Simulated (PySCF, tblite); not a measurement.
# C7H8BCl: geometry, infrared bands and NMR shifts

What infrared bands and NMR shifts should C7H8BCl (`C=C1B/C(=C/CCl)C=C1`) show?

Programs: tblite 0.8.0 and PySCF 2.14.0, with density-fitted response routines of our own. Each step states its level of theory. These are calculated values for one molecule in the gas phase, unless marked as measured. Atoms are numbered from 0 throughout.

### Step 1. The molecule as given

17 atoms, charge 0, multiplicity 1; geometry from: force field or distance geometry start.

Bonds of the start (Å): C0–C1 1.34, C1–B2 1.54, B2–C3 1.57, C3–C4 1.32, C4–C5 1.46, C5–Cl6 1.79, C3–C7 1.47, C7–C8 1.31, C8–C1 1.46, C0–H9 1.09, C0–H10 1.10, B2–H11 1.17, C4–H12 1.09, C5–H13 1.10, C5–H14 1.13, C7–H15 1.09, C8–H16 1.10.

### Step 2. Optimising the geometry with GFN2-xTB

Job settings and geometry (Å):

```
{"job": {"kind": "relax", "xc": "GFN2-xTB", "basis": "xTB"}, "charge": 0, "multiplicity": 1}
C      3.203800    -0.405400    -0.306600
C      1.923700    -0.217200     0.027800
B      0.731100    -0.063000    -0.933500
C     -0.499300     0.127300     0.027800
C     -1.762900     0.293000    -0.313900
C     -2.836700     0.452200     0.658400
Cl    -4.003800    -0.876100     0.400300
C      0.072700     0.055300     1.375700
C      1.368800    -0.135200     1.374900
H      3.980300    -0.508900     0.449000
H      3.487700    -0.454000    -1.363400
H      0.746100    -0.305600    -2.078600
H     -1.996100     0.320100    -1.381200
H     -2.454900     0.408800     1.687000
H     -3.426500     1.388100     0.450000
H     -0.528200     0.141900     2.284900
H      1.987100    -0.209300     2.281000
```

Started as:

```
OMP_NUM_THREADS=1 python probes_run.py task.json out
```

This one command runs all jobs of the session in turn.

**Question.** This job is followed by: GFN2-xTB harmonic vibrations, gas phase; GIAO PBE0/pcSseg-1 NMR shielding, non-relativistic, gas phase. Predict these results of the whole session: strongest single infrared mode (GFN2-xTB); zero-point energy (GFN2-xTB); 13C shifts against TMS (PBE0/pcSseg-1); 1H shifts against TMS (PBE0/pcSseg-1, means over atoms taken as alike); 11B shifts against BF3·OEt2 (PBE0/pcSseg-1); 35Cl shifts against HCl (PBE0/pcSseg-1).

**Answer**, as computed:

| quantity | value |
| --- | --- |
| strongest single infrared mode (GFN2-xTB) | 2700 cm⁻¹, 112 km/mol |
| zero-point energy (GFN2-xTB) | 79.0 kcal/mol |
| 13C shifts against TMS (PBE0/pcSseg-1) | 162.7, 157.0, 153.3, 149.7, 142.7, 141.3, 48.3 ppm |
| 1H shifts against TMS (PBE0/pcSseg-1, means over atoms taken as alike) | 7.18, 7.05, 7.00, 6.69, 6.50, 6.41, 4.53 ppm |
| 11B shifts against BF3·OEt2 (PBE0/pcSseg-1) | 66.6 ppm |
| 35Cl shifts against HCl (PBE0/pcSseg-1) | 127 ppm |

What this shows: Relaxing lowered the energy by 0.208 eV in 44 steps; the close pair that moved most is C5–H14, from 1.126 to 1.091 Å. No mode is imaginary among the 45: a minimum at this level. The strongest single mode, at 2700 cm⁻¹, moves mainly H11. GFN2-xTB is a fitted tight-binding method: band positions and strengths are rough. Its intensities can rank the bands wrongly. At PBE0/pcSseg-1: The largest span, 452 ppm, is at Cl6, where the paramagnetic term is -321 ppm.
